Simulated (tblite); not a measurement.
# C4H7BCl2O: the cost of one run

Programs: tblite 0.8.0 and PySCF 2.14.0, with density-fitted response routines of our own. Each step states its level of theory. These are calculated values for one molecule in the gas phase, unless marked as measured. Atoms count from 0, in the outputs and in this text.

## Step 1: Starting geometry

15 atoms, charge 0, multiplicity 1; geometry from: force field or distance geometry start.

Bonds of the start (Å): C0–C1 1.54, C1–C2 1.56, C2–C3 1.50, C3–O4 1.20, C1–B5 1.61, B5–Cl6 1.84, B5–Cl7 1.83, C0–H8 1.11, C0–H9 1.10, C0–H10 1.11, C1–H11 1.10, C2–H12 1.12, C2–H13 1.12, C3–H14 1.09.

## Step 2: Optimising the geometry with GFN2-xTB

Job settings and geometry (Å):

```
{"job": {"kind": "relax", "xc": "GFN2-xTB", "basis": "xTB"}, "charge": 0, "multiplicity": 1}
C     -0.159600     1.335700     0.693700
C     -0.366300     0.222800    -0.346700
C      0.577400    -0.984300    -0.057300
C      2.014200    -0.614900    -0.249300
O      2.442100    -0.310400    -1.332700
B     -1.898500    -0.259200    -0.352400
Cl    -2.662700    -1.002600     1.149700
Cl    -2.896300    -0.070100    -1.878200
H     -0.855300     2.179500     0.485000
H      0.864200     1.732100     0.649000
H     -0.359400     0.965200     1.723500
H     -0.137400     0.624500    -1.343900
H      0.410400    -1.349200     0.987200
H      0.336000    -1.816400    -0.759700
H      2.686900    -0.644700     0.610100
```

Launch:

```console
OMP_NUM_THREADS=1 python probes_run.py task.json out
```

This one command runs all jobs of the session in turn.

Q: Estimate the wall time and peak memory of this first job on 1 thread of Arm Neoverse N1, shared host.

About 2.2 s, with a peak of 0.18 GiB.
